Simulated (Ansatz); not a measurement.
# triplet Ge2H6: levels of theory compared

Wanted: a comparison of 6 runs (UHF/3-21G, UHF/6-31G*, U-revPBE/6-31G*, U-wB97X/6-31G*, UPBE/6-31G*, UCCSD/6-31G*) of triplet Ge2H6. 

The results are computed with Ansatz 0.2.0.

39 further runs of the same task are left out: 39 set aside as unsound or not needed.

## Step 1: The structure to begin with

The species is Ge2H6 (8 atoms), meant as a triplet with charge 0. As SMILES of the parent species, `[GeH3][GeH3]`. The coordinates come from a PBE0-D4/def2-TZVP relaxation. That shape belongs to the parent species and isn't relaxed for this state.

Bond lengths: Ge1–Ge2 2.420 Å, Ge1–H3 1.537 Å, Ge1–H4 1.537 Å, Ge1–H5 1.537 Å, Ge2–H6 1.537 Å, Ge2–H7 1.537 Å, Ge2–H8 1.537 Å. Some angles: Ge1–Ge2–H6 110.3°, Ge1–Ge2–H7 110.3°, Ge1–Ge2–H8 110.3°, Ge2–Ge1–H3 110.3°, Ge2–Ge1–H4 110.3°, Ge2–Ge1–H5 110.3°, H6–Ge2–H7 108.6°, H6–Ge2–H8 108.6°, H7–Ge2–H8 108.6°, H3–Ge1–H4 108.6°.

## Step 2: The energy at UHF/3-21G (run 1)

Input file run.yaml:

```yaml
crystal:
  periodic: [false, false, false]
  atoms:
    - {symbol: Ge, position_ang: [-0.569150, 0.281910, -1.029950]}
    - {symbol: Ge, position_ang: [0.569150, -0.281910, 1.029950]}
    - {symbol: H, position_ang: [-0.360530, -0.825230, -2.075830]}
    - {symbol: H, position_ang: [-2.077470, 0.442320, -0.780090]}
    - {symbol: H, position_ang: [-0.023210, 1.601970, -1.597890]}
    - {symbol: H, position_ang: [0.367430, 0.829100, 2.073090]}
    - {symbol: H, position_ang: [2.076310, -0.450460, 0.778490]}
    - {symbol: H, position_ang: [0.017470, -1.597700, 1.602230]}
basis:
  gaussian:
    orbitals: 3-21G-spherical.json
magnetization:
  spin_polarized: true
  initial_magnetization: 2
hamiltonian:
  xc: hf
accuracy: high
output: {orbitals: {seedname: orbitals}}
```

The basis set 3-21G is read from a file made from the Basis Set Exchange's data (not shown).

Started as:

```sh
$ ansatz run run.yaml --threads 1 --pin off --max-ram 3480MiB --events-out events.jsonl --progress --plain --runs-dir runs
```

Log:

```text
Warning: RAYON_NUM_THREADS=1 ignored (pool sized by the plan → 1); use --threads N
Functional definition: HF
  name "HF"
  exchange = exact_x
  correlation = 0
966 factors; integrals over basis functions are off by at most 6.6e-9 eV
mean field evaluation 1: about -112486.8998 eV, gradient 8.4e0 eV
mean field evaluation 2: about -112486.9237 eV, gradient 8.4e0 eV
mean field evaluation 4: about -112487.8163 eV, gradient 9.6e-1 eV
mean field evaluation 8: about -112487.8442 eV, gradient 1.5e-4 eV
mean field evaluation 16: about -112487.4034 eV, gradient 2.6e0 eV
mean field evaluation 32: about -112486.2703 eV, gradient 7.6e0 eV
mean field evaluation 64: about -112487.6865 eV, gradient 2.5e0 eV
mean field -112487.84403422 eV, -4133.8520212584 hartree, gradient 1.0e-8 eV, S^2 2.008109; 2 other end points of the search recorded, 0 dependent functions left out
reference -112487.84403422 eV, -4133.8520212584 hartree; 36, 34 occupied and 20, 22 virtual orbitals, 966 factors
Total energy: -112487.84403422 eV, -4133.8520212584 hartree
```

It took 1.6 s on 1 thread of Intel Xeon 6975P-C (Granite Rapids), shared host; peak memory 0.18 GiB.

## Step 3: A single-point energy at UHF/6-31G(d) (spherical functions) (run 2)

Changes to run.yaml since step 2:

```diff
@@ -12,10 +12,6 @@
 basis:
-  gaussian:
-    orbitals: 3-21G-spherical.json
-magnetization:
-  spin_polarized: true
-  initial_magnetization: 2
-hamiltonian:
-  xc: hf
+  gaussian: {orbitals: 6-31G_st_-spherical.json}
 accuracy: high
+magnetization: {spin_polarized: true, initial_magnetization: 2}
 output: {orbitals: {seedname: orbitals}}
+hamiltonian: {xc: hf}
```

The basis set 6-31G* is read from a file made from the Basis Set Exchange's data (not shown).

Started as:

```sh
$ ansatz run run.yaml --threads 1 --pin off --max-ram 3480MiB --events-out events.jsonl --progress --plain --runs-dir runs
```

Log, cut to the lines that bear on the results:

```text
Warning: RAYON_NUM_THREADS=1 ignored (pool sized by the plan → 1); use --threads N
[... 2 set-up lines as earlier in the session ...]
[...]
1611 factors; integrals over basis functions are off by at most 8.5e-9 eV
[...]
mean field -113018.96707007 eV, -4153.3704328176 hartree, gradient 3.5e-8 eV, S^2 2.008986; 2 other end points of the search recorded, 0 dependent functions left out
reference -113018.96707007 eV, -4153.3704328176 hartree; 36, 34 occupied and 40, 42 virtual orbitals, 1611 factors
Total energy: -113018.96707007 eV, -4153.3704328176 hartree
```

It took 7.8 s on 1 thread of Intel Xeon 6975P-C (Granite Rapids), shared host; peak memory 0.34 GiB.

Runs 3 to 4 aren't shown in full; the table further down has their settings and results.

## Step 4: A single-point energy at UPBE/6-31G(d) (spherical functions) (run 5)

Input file molecule.yaml:

```yaml
crystal:
  periodic: [false, false, false]
  atoms:
    - {symbol: Ge, position_ang: [-0.569150, 0.281910, -1.029950]}
    - {symbol: Ge, position_ang: [0.569150, -0.281910, 1.029950]}
    - {symbol: H, position_ang: [-0.360530, -0.825230, -2.075830]}
    - {symbol: H, position_ang: [-2.077470, 0.442320, -0.780090]}
    - {symbol: H, position_ang: [-0.023210, 1.601970, -1.597890]}
    - {symbol: H, position_ang: [0.367430, 0.829100, 2.073090]}
    - {symbol: H, position_ang: [2.076310, -0.450460, 0.778490]}
    - {symbol: H, position_ang: [0.017470, -1.597700, 1.602230]}
basis:
  gaussian:
    orbitals: 6-31G_st_-spherical.json
magnetization:
  spin_polarized: true
  initial_magnetization: 2
output:
  orbitals: {seedname: orbitals}
hamiltonian:
  xc: {name: PBE}
accuracy: high
```

The basis set 6-31G* is read from a file made from the Basis Set Exchange's data (not shown).

Started as:

```sh
$ ansatz run molecule.yaml --threads 1 --pin off --max-ram 3480MiB --events-out events.jsonl --progress --plain --runs-dir runs
```

Log:

```text
Warning: RAYON_NUM_THREADS=1 ignored (pool sized by the plan → 1); use --threads N
Functional definition: PBE
  name "PBE"
  parameter kappa = 0.804
  parameter beta = 0.06672455060314922
  exchange = pbe_x(kappa = kappa, mu = beta*pi^2/3)
  correlation = pbe_c(beta = beta)
1611 factors; integrals over basis functions are off by at most 8.5e-9 eV
mean field evaluation 1: about -113093.7206 eV, gradient 1.7e1 eV
mean field evaluation 2: about -113094.1318 eV, gradient 1.8e1 eV
mean field evaluation 4: about -113094.6240 eV, gradient 5.8e-1 eV
mean field evaluation 8: about -113094.6140 eV, gradient 9.4e-3 eV
mean field evaluation 16: about -113094.6140 eV, gradient 1.2e-6 eV
mean field evaluation 32: about -113092.3876 eV, gradient 7.0e0 eV
mean field -113094.61397273 eV, -4156.1504052152 hartree, gradient 2.1e-8 eV, S^2 2.002375; 6 other end points of the search recorded, 0 dependent functions left out
reference -113094.61397771 eV, -4156.1504053981 hartree; 36, 34 occupied and 40, 42 virtual orbitals, 1611 factors
Total energy: -113094.61397771 eV, -4156.1504053981 hartree
```

Wall time 8.1 s (1 thread of Intel Xeon 6975P-C (Granite Rapids), shared host); peak memory 0.26 GiB.

## Step 5: A single-point energy at UCCSD/6-31G(d) (spherical functions) (run 6)

Changes to run.yaml since step 3:

```diff
@@ -13,5 +13,6 @@
   gaussian: {orbitals: 6-31G_st_-spherical.json}
+total_charge: 0
+magnetization: {spin_polarized: true, initial_magnetization: 2}
+correlation: {method: ccsd, frozen_orbitals: {Ge: 9, H: 0}}
 accuracy: high
-magnetization: {spin_polarized: true, initial_magnetization: 2}
-output: {orbitals: {seedname: orbitals}}
-hamiltonian: {xc: hf}
+scf: {omitted_lower_state_checks: [cluster_reference, increment]}
```

The basis set 6-31G* is read from a file made from the Basis Set Exchange's data (not shown).

Started as:

```sh
$ ansatz run run.yaml --threads 1 --pin off --max-ram 3480MiB --events-out events.jsonl --progress --plain --runs-dir runs
```

Log:

```text
Warning: RAYON_NUM_THREADS=1 ignored (pool sized by the plan → 1); use --threads N
[... 14 lines left out ...]
18 core orbitals not correlated: weight in the atoms' cores, before any rotation towards them, 1.000 or more for the frozen orbitals, at most 0.000 for the correlated occupied ones
[... 29 lines left out ...]
Total energy: -113032.87230468 eV, -4153.8814407643 hartree
Checks for a lower state left out: cluster_reference, increment
```

Run time: 23 s. Hardware: 1 thread of Intel Xeon 6975P-C (Granite Rapids), shared host; peak memory 0.55 GiB.

## Step 6: The series

```csv
run,level,frozen core orbitals,energy (Eh),HOMO energy (eV),⟨S²⟩,wall time
1,UHF/3-21G,–,-4133.852021,-3.26,2.008,1.6 s
2,UHF/6-31G* (spherical functions),–,-4153.370433,-3.18,2.009,7.8 s
3,U-revPBE/6-31G* (spherical functions),–,-4156.477522,-1.39,2.003,7.5 s
4,U-wB97X/6-31G* (spherical functions),–,-4156.864403,-3.43,2.002,35 s
5,UPBE/6-31G* (spherical functions),–,-4156.150405,-1.43,2.002,8.1 s
6,UCCSD/6-31G* (spherical functions),18,-4153.881441,–,2.009,23 s
```

## Step 7: Summary of results

```
                                           quantity           value
                                run 6: total energy  -4153.88144 Eh
run 6: correlation energy (18 core orbitals frozen)      -511.0 mEh
           run 6: ⟨S²⟩ of the reference determinant           2.009
                               run 6: T1 diagnostic           0.013
```

What this shows: Totals of different functionals can't be ranked against each other. All runs together took 83 s, the longest 35 s.
